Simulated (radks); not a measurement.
# Pd¹⁰⁺ in [Kr]: an all-electron calculation

What are the levels of the palladium ion Pd10+, how large are its shells, and how does its energy divide?

The numbers are computed with radks (a radial shooting solver on a logarithmic mesh, Libxc functionals) version 1 (Dirac Kohn-Sham, BLYP, spin-unpolarised, spherical densities, finite nucleus), except any that are marked as measured or tabulated.

### Step 1. The system

* element: palladium (Z = 46)
* charge: +10
* electrons: 36
* configuration: [Kr]
* nuclear rms radius: 4.5318 fm

The outer shells:

Pd¹⁰⁺
```
[Ar] core
3d [↑↓][↑↓][↑↓][↑↓][↑↓]
4s [↑↓]
4p [↑↓][↑↓][↑↓]
```

### Step 2. Self-consistent calculation

Input:

```text
Z 46
configuration [Kr] 5s0 4d0
relativity Dirac
functional b88,lyp
spin unpolarised
j_filling energy
nucleus finite rms 4.5318 fm
c 137.035999084
```

**Question.** What will this run give?

**Answer**, as computed:

| quantity | value |
| --- | --- |
| total energy | -5018.65378 hartree |
| exchange-correlation share of it | 2.75 % |
| −T/E | 1.0449 |
| highest occupied level | 4p3/2, -226.68 eV |
| most extended occupied level | 4p3/2, <r> = 0.942 bohr |
| radius at density 0.001 e/bohr³ | 2.15 bohr |
| maxima of the radial density | 3 |
| ionisation energy, NIST | 238.6 (semi-emp.) eV |

What this shows: 4 principal shells are occupied and 3 maxima appear in the radial density; where shells overlap, one shows as a shoulder or not at all. −T/E is 1.045: with relativity the kinetic term as defined here no longer equals −E. The top level binds by 226.68 eV, 95 % of the NIST ionisation energy of 238.6 eV. 
